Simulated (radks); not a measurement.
# Mo³⁺ in [Ar] 3d10 4s1.75 4p6 4d3 4f0.25: an all-electron calculation

The task here is to estimate one member of a computed series from the others.

Method: Dirac Kohn-Sham, BP86, spin-unpolarised, spherical densities, finite nucleus; open shells are shared between the two j in proportion to 2j + 1. Code: radks (a radial shooting solver on a logarithmic mesh, Libxc functionals) version 1.

## The atom as given

| Property | Result |
| --- | --- |
| element | molybdenum (Z = 42) |
| charge | +3 |
| electrons | 39 |
| configuration | [Ar] 3d10 4s1.75 4p6 4d3 4f0.25 |
| nuclear rms radius | 4.4091 fm |

Set-up of the first run:

Input:

```text
Z 42
configuration [Ar] 3d10 4s1.75 4p6 4d3 4f0.25
relativity Dirac
functional b88,p86
spin unpolarised
j_filling average
nucleus finite rms 4.4091 fm
c 137.035999084
```

One of the session's tables, all rows but one given; the rest of the session is left out.

It belongs to the step «Radial structure». Sizes of the orbitals, from the radial functions (bohr):

```
level      <r>  outermost maximum (interpolated)  90 % within  nodes
1s1/2  0.03516                            0.0229       0.0630      0
2s1/2   0.1534                             0.130        0.237      1
2p1/2   0.1307                             0.101        0.214      0
2p3/2   0.1353                             0.105        0.220      0
3s1/2   0.4286                             0.384        0.634      2
3p1/2   0.4232                             0.371        0.640      1
3p3/2   0.4337                             0.380        0.655      1
3d3/2   0.4129                             0.321        0.660      0
3d5/2        ?                                 ?            ?      ?
4s1/2    1.093                             0.984         1.59      3
4p1/2    1.186                              1.05         1.75      2
4p3/2    1.214                              1.07         1.79      2
4d3/2    1.572                              1.29         2.42      1
4d5/2    1.583                              1.30         2.43      1
4f5/2    4.070                              3.55         6.24      0
4f7/2    4.071                              3.55         6.24      0
```

Q: Estimate the row for 3d5/2 from the others.

The run gave: <r>: 0.4164; outermost maximum (interpolated): 0.324; 90 % within: 0.666; nodes: 0. In the column «<r>» it lies between 3d3/2 (0.4129) and 3p1/2 (0.4232).
